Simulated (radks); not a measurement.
# The Coulomb parameter U of the 4d shell of Mo³⁺

Aim: U as the second difference [E(n + 1) + E(n − 1) − 2E(n)]/1², with all orbitals relaxed. Bare: the atom's charge changes with n. Screened: the 5p shell takes up the change. The start is a model configuration, not necessarily the ground state.

Program: radks (a radial shooting solver on a logarithmic mesh, Libxc functionals) version 1. Level of theory: scalar-relativistic Kohn-Sham, PBE, spin-unpolarised, spherical densities, point nucleus. These are calculated values, not measurements, unless marked.

**1. Starting point**

```
element       : molybdenum (Z = 42)
charge        : +3
electrons     : 39
configuration : [Kr] 4d2 5p1
```

Outer shells as boxes (Hund's rule):

Mo³⁺
```
[Kr] core
4d [↑ ][↑ ][  ][  ][  ]
5p [↑ ][  ][  ]
```

**2. Start: [Kr] 4d2 5p1**

Settings of this run:

```text
Z 42
configuration [Kr] 4d2 5p1
relativity scalar-relativistic
functional pbe,pbe
spin unpolarised
nucleus point
c 137.035999084
```

**3. Bare +1: [Kr] 4d3 5p1**

Settings of this run:

```text
Z 42
configuration [Kr] 4d3 5p1
relativity scalar-relativistic
functional pbe,pbe
spin unpolarised
nucleus point
c 137.035999084
```

**4. Bare -1: [Kr] 4d1 5p1**

Settings of this run:

```text
Z 42
configuration [Kr] 4d1 5p1
relativity scalar-relativistic
functional pbe,pbe
spin unpolarised
nucleus point
c 137.035999084
```

**5. Screened +1: [Kr] 4d3**

Settings of this run:

```text
Z 42
configuration [Kr] 4d3
relativity scalar-relativistic
functional pbe,pbe
spin unpolarised
nucleus point
c 137.035999084
```

**6. Screened -1: [Kr] 4d1 5p2**

Settings of this run:

```text
Z 42
configuration [Kr] 4d1 5p2
relativity scalar-relativistic
functional pbe,pbe
spin unpolarised
nucleus point
c 137.035999084
```

**Question.** What will these runs give?

As calculated:

| quantity | value (eV) |
| --- | --- |
| U, bare | 13.058 |
| U, screened by 5p | 2.338 |
| F0(4d,4d), frozen orbitals | 15.876 |

**Reading.** Relaxing the orbitals brings U down to 82 % of the Slater integral F0. Letting 5p compensate leaves 18 % of the bare value; this second difference measures U(4d,4d) + U(5p,5p) − 2U(4d,5p). A solid screens further than the bare atom, so the bare value is an upper guide for the U of a crystal.
